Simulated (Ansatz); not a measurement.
# ZnCd2Te2S: the cost of one run

Computed with Ansatz 0.2.0 (DFT PBE, scalar-relativistic, plane waves, PAW, unless a step's input says otherwise).

### Step 1. The structure to begin with

It takes space group Pmm2 (No. 25, orthorhombic). Conventional cell: a = 4.514 Å, b = 4.581 Å, c = 7.934 Å, α = 90.00°, β = 90.00°, γ = 90.00°. Around Zn (site symmetry mm2) lie 3 Cd at 2.68 Å and 6 Te at 3.48 to 3.51 Å. Cd (site symmetry mm2) has 2 S at 2.62 Å and 1 Zn at 2.68 Å and 6 Te at 3.42 to 3.49 Å in its first shell of neighbours. Cd (site symmetry mm2) is surrounded by 1 S at 2.60 Å and 2 Zn at 2.68 Å and 6 Te at 3.47 to 3.54 Å. Around Te (site symmetry mm2) lie 2 S at 3.45 Å and 4 Zn at 3.48 Å and 6 Cd at 3.49 to 3.54 Å. Te (site symmetry mm2) has 6 Cd at 3.42 to 3.47 Å and 4 S at 3.47 Å and 2 Zn at 3.51 Å in its first shell of neighbours. S (site symmetry mm2) has 3 Cd at 2.60 to 2.62 Å in its first shell of neighbours.

Coordinates:

```xyz
6
Lattice="4.5140 0.0000 0.0000 0.0000 4.5812 0.0000 0.0000 0.0000 7.9343" Properties=species:S:1:pos:R:3 pbc="T T T"
Zn    2.2570    2.2906    1.3081
Cd    2.2570    2.2906    6.5633
Cd    2.2570    0.0000    2.6990
Te    0.0000    0.0000    7.9074
Te    0.0000    2.2906    3.9945
S     2.2570    0.0000    5.2978
```

The cell is invented: species swapped into a database cell of Dy2ZnCuSi2 (Pmm2, No. 25), with Te on the Dy sites, Cd on the Si sites and S on the Cu sites. Lengths come from tabulated atomic sizes and are only a guess.

### Step 2. A first look at the guess

The input, input.yaml:

```yaml
crystal:
  lattice:
    - [4.51396068, 0.0, 0.0]
    - [0.0, 4.58115575, 0.0]
    - [0.0, 0.0, 7.93434439]
  atoms:
    - { symbol: Zn, position: [0.5, 0.5, 0.16486198] }
    - { symbol: Cd, position: [0.5, 0.5, 0.827205] }
    - { symbol: Cd, position: [0.5, 0.0, 0.34016502] }
    - { symbol: Te, position: [0.0, 0.0, 0.996607] }
    - { symbol: Te, position: [0.0, 0.5, 0.50345001] }
    - { symbol: S, position: [0.5, 0.0, 0.66771099] }
basis:
  ecutwfc: 420
kpoints:
  mp_grid: { grid: [4, 4, 2] }
hamiltonian:
  xc: pbe
scf:
  occupations: { method: gaussian, width: 0.1 }
  lower_state_search: "off"
output:
  forces: true
  stress: true
  eigenvalues: true
```

Command:

```console
$ ansatz run input.yaml --threads 1 --pin off --max-ram 2560MiB --backend cpu --events-out ev --progress --plain --runs-dir out
```

**Question.** How long does this run take on 1 thread of Intel Xeon at 2.50GHz (Skylake/Cascade Lake), shared host, and how much memory does it need?

About 25 s, with a peak of 0.47 GiB.
